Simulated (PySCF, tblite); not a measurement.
# C6H8ClO radical: geometry, infrared bands and EPR parameters

Aim: predict the infrared bands and EPR parameters of C6H8ClO radical (`O[C@@]12C[C](Cl)C[C@@H]1C2`).

Programs: tblite 0.8.0 and PySCF 2.14.0, with density-fitted response routines of our own. Each step states its level of theory. These are calculated values for one molecule in the gas phase, unless marked as measured. Atoms are numbered from 0 throughout.

## Step 1: Starting geometry

16 atoms, charge 0, multiplicity 2; geometry from: force field or distance geometry start.

Bonds of the start (Å): O0–C1 1.37, C1–C2 1.51, C2–C3 1.49, C3–Cl4 1.75, C3–C5 1.53, C5–C6 1.50, C6–C7 1.49, C6–C1 1.50, C7–C1 1.48, O0–H8 0.98, C2–H9 1.12, C2–H10 1.11, C5–H11 1.10, C5–H12 1.11, C6–H13 1.10, C7–H14 1.12, C7–H15 1.09.

## Step 2: Relaxing the molecule with GFN2-xTB

Job settings and geometry (Å):

```
{"job": {"kind": "relax", "xc": "GFN2-xTB", "basis": "xTB"}, "charge": 0, "multiplicity": 2}
O     -0.855600     1.989400     0.694600
C     -0.304200     0.853000     0.155000
C      1.184400     0.648200     0.272900
C      1.499600    -0.781300    -0.006900
Cl     1.826300    -1.125400    -1.694500
C      0.228600    -1.524200     0.410900
C     -0.858200    -0.499400     0.493300
C     -1.143500     0.140100    -0.827500
H     -0.724500     2.747300     0.086400
H      1.447200     0.833300     1.342700
H      1.742000     1.311700    -0.421900
H      0.360900    -2.135300     1.320200
H      0.030800    -2.242800    -0.409700
H     -1.582700    -0.493900     1.314700
H     -2.167400     0.564600    -1.010200
H     -0.691300    -0.276500    -1.731500
```

Started as:

```console
OMP_NUM_THREADS=1 python probes_run.py task.json out
```

The driver reads the jobs from task.json and runs them one after another.

**Question.** This job is followed by: GFN2-xTB harmonic vibrations, gas phase; UKS B3LYP, pcH-1 on C Cl H O, non-relativistic, mean-field spin-orbit, GIAO. What will the session give for the following? strongest single infrared mode (GFN2-xTB); zero-point energy (GFN2-xTB); g(iso) (B3LYP); ⟨S²⟩; largest a(iso); potential on the surface of density 0.002 e/bohr³, 1st and 99th percentile.

The runs gave:

| quantity | value |
| --- | --- |
| strongest single infrared mode (GFN2-xTB) | 1223 cm⁻¹, 108 km/mol |
| zero-point energy (GFN2-xTB) | 77.6 kcal/mol |
| g(iso) (B3LYP) | 2.00546 |
| ⟨S²⟩ | 0.754 (exact 0.75) |
| largest a(iso) | 13C on C3, 139.2 MHz |
| potential on the surface of density 0.002 e/bohr³, 1st and 99th percentile | -1.41 V and 2.10 V |

Over 109 steps the energy fell by 0.734 eV; of the close pairs, C3–Cl4 changed most, 1.753 to 1.702 Å. No mode is imaginary among the 42: a minimum at this level. The strongest single mode, at 1223 cm⁻¹, is spread over many atoms; the largest shares are those of H8, C1. GFN2-xTB is a fitted tight-binding method: band positions and strengths are rough. Its intensities can rank the bands wrongly. C3 carries the largest spin population, 0.89 e. The isotropic g lies 3.1 ppt above the free-electron value. The conformer search found further structures of the same energy, which may be mirror or relabelled copies of this one.
